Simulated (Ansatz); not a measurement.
The system is GaGe.

```
Ge Ga
1.0
     0.00000    2.89784    2.89784
     2.89784    0.00000    2.89784
     2.89784    2.89784    0.00000
Ge Ga
1 1
Cartesian
  0.0000 0.0000 0.0000
  1.4489 1.4489 1.4489
```

The cell comes from a database or a generator and needn't be the stable form of this composition.

```yaml
Program: Ansatz 0.2.0
Task: relaxation of cell and atoms
Functional: PBEsol
Potentials_or_basis: Ansatz PAW
Cutoff: "420 eV (not typed: the program's choice for these potentials)"
k_mesh: 8 × 8 × 8
Occupations: fermi-dirac, width 0.05 eV
Spin: no spin polarisation
```

At the start: volume 24.33 Å³/atom.

Where does the relaxation end?

It ends after 5 steps and the volume is 23.21 Å³/atom (-4.6 %); space group F-43m (No. 216, to 0.05 Å).

Step by step:
| step | energy change (eV) | largest force (eV/Å) | volume (Å³) |
| --- | --- | --- | --- |
| 1 | 0.0000 | 0.0000 | 48.67 |
| 2 | -0.0169 | 0.0000 | 46.94 |
| 3 | -0.0180 | 0.0000 | 46.37 |
| 4 | -0.0180 | 0.0000 | 46.41 |
| 5 | -0.0176 | 0.0000 | 46.41 |

Final structure:
```
Ge Ga
1.0
     0.00000    2.85234    2.85234
     2.85234    0.00000    2.85234
     2.85234    2.85234    0.00000
Ge Ga
1 1
Direct
  0.00000 0.00000 0.00000
  0.25000 0.25000 0.25000
```

Caveat: the plane-wave basis is chosen anew once the cell has moved, so the energies of steps on either side of that aren't comparable; the PAW data sets come from PBE, with cores solved anew for the run's functional, which leaves a small shift of forces and pressure.
